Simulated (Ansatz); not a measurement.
# LiTi4Sb8: the cost of one run

Method: DFT LDA, plane waves, PAW, scalar-relativistic, no spin polarisation, in Ansatz 0.2.0.

### Step 1. The starting structure

The cell holds 13 atoms (LiSb8Ti4): a = 6.703 Å, b = 6.703 Å, c = 5.796 Å, α = 90.00°, β = 90.00°, γ = 90.00°.

As a file:

```xyz
13
Lattice="6.7029 0.0000 0.0000 0.0000 6.7029 0.0000 0.0000 0.0000 5.7960" Properties=species:S:1:pos:R:3 pbc="T T T"
Ti    0.0000    0.0000    1.4490
Ti    0.0000    0.0000    4.3470
Sb    2.3324    1.0191    2.8980
Sb    5.6838    2.3324    2.8980
Sb    1.0191    2.3324    0.0000
Sb    4.3706    1.0191    0.0000
Ti    3.3515    3.3515    4.3470
Ti    3.3515    3.3515    1.4490
Sb    5.6838    4.3706    0.0000
Sb    2.3324    5.6838    0.0000
Sb    4.3706    5.6838    2.8980
Sb    1.0191    4.3706    2.8980
Li    4.2881    0.9480    2.0734
```

### Step 2. Relaxing the start

input.yaml

```yaml
accuracy: low
crystal:
  lattice:
    - [6.702911, 0.0, 0.0]
    - [0.0, 6.702911, 0.0]
    - [0.0, 0.0, 5.795977]
  atoms:
    - { symbol: Ti, position: [0.0, 0.0, 0.25] }
    - { symbol: Ti, position: [0.0, 0.0, 0.75] }
    - { symbol: Sb, position: [0.3479614, 0.1520386, 0.5] }
    - { symbol: Sb, position: [0.8479614, 0.3479614, 0.5] }
    - { symbol: Sb, position: [0.1520386, 0.3479614, 0.0] }
    - { symbol: Sb, position: [0.6520386, 0.1520386, 0.0] }
    - { symbol: Ti, position: [0.5, 0.5, 0.75] }
    - { symbol: Ti, position: [0.5, 0.5, 0.25] }
    - { symbol: Sb, position: [0.8479614, 0.6520386, 0.0] }
    - { symbol: Sb, position: [0.3479614, 0.8479614, 0.0] }
    - { symbol: Sb, position: [0.6520386, 0.8479614, 0.5] }
    - { symbol: Sb, position: [0.1520386, 0.6520386, 0.5] }
    - { symbol: Li, position: [0.6397444, 0.1414308, 0.357738] }
basis:
  ecutwfc: 420.0
kpoints:
  mp_grid: { grid: [3, 3, 3] }
hamiltonian:
  xc: lda
scf:
  occupations: { method: fermi_dirac, width: 0.1 }
  lower_state_search: "off"
relax:
  f_tol: 0.08
  max_steps: 25
  adjacent_minimum: "off"
```

The run is started by

```sh
ansatz run input.yaml --threads 4 --pin off --max-ram 10240MiB --backend cpu --events-out ev --progress --plain --runs-dir out
```

What time and memory should one allow on 4 threads of AMD EPYC 9R14 (Zen 4), shared host?

About 29 s, with a peak of 1.1 GiB.
